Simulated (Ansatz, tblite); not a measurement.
# [VO2(OH)2]- (VH₂O₄−): rung by rung

Aim: run the singlet of [VO2(OH)2]- (VH₂O₄−) at one geometry on many levels, and compare frontier levels, spin and run time.

The runs use Ansatz 0.2.0, Gaussian basis; as each input shows.

Plan: GFN1-xTB, GFN2-xTB, PBE-D4/def2-TZVPD, r2SCAN-D4/def2-TZVPD, HSE06-D4/def2-TZVPD, B97M-V/def2-TZVPD, r2SCANh-D4/def2-TZVPD, BLYP-D4/def2-TZVPD, r2SCAN0-D4/def2-TZVPD, B2PLYP/def2-TZVPD, CAM-B3LYP-D4/def2-TZVPD, PBE-D4/def2-SVPD, PBE0-D4/def2-SVPD, HF/STO-3G, CCSD(T)/def2-SVPD, MP2/def2-TZVPD, RPA/def2-TZVPD.

## 1. The structure

The geometry is that of the singlet, from an earlier relaxation (PBE-D4/def2-SVPD).

7 atoms, charge -1, spin multiplicity 1.

Bond lengths: V1–O2 1.634 Å, V1–O3 1.634 Å, V1–O4 1.866 Å, V1–O6 1.866 Å, O4–H5 0.973 Å, O6–H7 0.973 Å. Angles: O2–V1–O3 112.4°, O2–V1–O4 109.1°, O2–V1–O6 108.5°, O3–V1–O4 108.5°, O3–V1–O6 109.1°, O4–V1–O6 109.2°, V1–O4–H5 109.1°, V1–O6–H7 109.1°.

Formally the metal is d0. No spin-orbit coupling is included. The ion is computed in the gas phase, without counter-ions or solvent.

PBE0-D4/def2-TZVPD was run before; its log isn't repeated, and its numbers join the tables.

## 2. GFN1-xTB

Tight binding, by tblite at 300 K electronic temperature and without a spin-polarisation term:

```python
tblite.interface.Calculator('GFN1-xTB', numbers, positions, charge=-1, uhf=0).singlepoint()
```

Energy -584.6452 eV, HOMO -7.82 eV, LUMO -4.58 eV; 0.005 s.

## 3. GFN2-xTB

Tight binding, by tblite at 300 K electronic temperature and without a spin-polarisation term:

```python
tblite.interface.Calculator('GFN2-xTB', numbers, positions, charge=-1, uhf=0).singlepoint()
```

Energy -530.1291 eV, HOMO -6.26 eV, LUMO -3.15 eV; 0.003 s.

## 4. PBE-D4/def2-TZVPD

start.molden holds the orbitals of an earlier run on this state, given as this run's starting guess.

Input file in.yaml:

```yaml
crystal:
  periodic: [false, false, false]
  atoms:
    - {symbol: V, position_ang: [0.312465, 0.071185, 0.212450]}
    - {symbol: O, position_ang: [0.325618, 0.044533, 1.846080]}
    - {symbol: O, position_ang: [1.775734, 0.434153, -0.417406]}
    - {symbol: O, position_ang: [-0.915402, 1.351349, -0.366280]}
    - {symbol: H, position_ang: [-0.576540, 1.774467, -1.174418]}
    - {symbol: O, position_ang: [-0.216106, -1.609065, -0.403001]}
    - {symbol: H, position_ang: [-0.705771, -2.066611, 0.302566]}
basis:
  gaussian: {orbitals: def2-TZVPD, initial_orbitals: start.molden}
total_charge: -1
hamiltonian: {xc: pbe, dispersion: d4}
scf: {omitted_lower_state_checks: [starts]}
output: {orbitals: {seedname: orbitals}}
```

Started as:

```sh
ansatz run in.yaml --threads 4 --pin off --events-out ev --progress --plain --max-ram 3916MiB
```

After this run come: r2SCAN-D4/def2-TZVPD; HSE06-D4/def2-TZVPD; B97M-V/def2-TZVPD; r2SCANh-D4/def2-TZVPD; BLYP-D4/def2-TZVPD; r2SCAN0-D4/def2-TZVPD; B2PLYP/def2-TZVPD; CAM-B3LYP-D4/def2-TZVPD; PBE-D4/def2-SVPD; PBE0-D4/def2-SVPD; HF/STO-3G; CCSD(T)/def2-SVPD; MP2/def2-TZVPD; RPA/def2-TZVPD.

Q: Predict the results of all the runs planned. Wanted: gap in def2-TZVPD, named functionals, smallest and largest; correlation energy, CCSD(T)/def2-SVPD; correlation energy, MP2/def2-TZVPD; PBE0 total energy, smallest basis above largest.

As calculated:

```
                                                  quantity                                      value
gap in def2-TZVPD, named functionals, smallest and largest  3.74 eV (BLYP-D4), 8.17 eV (CAM-B3LYP-D4)
                     correlation energy, CCSD(T)/def2-SVPD                                  -36.60 eV
                        correlation energy, MP2/def2-TZVPD                                  -43.72 eV
           PBE0 total energy, smallest basis above largest           12.57 eV (def2-SVPD, def2-TZVPD)
```

Orbital gaps of the named functionals in def2-TZVPD span 3.74 eV (BLYP-D4) to 8.17 eV (CAM-B3LYP-D4); exact exchange widens it. Notes on CCSD(T)/def2-SVPD and its Hartree-Fock reference, which MP2 shares: restricted state is unstable towards broken spin symmetry.
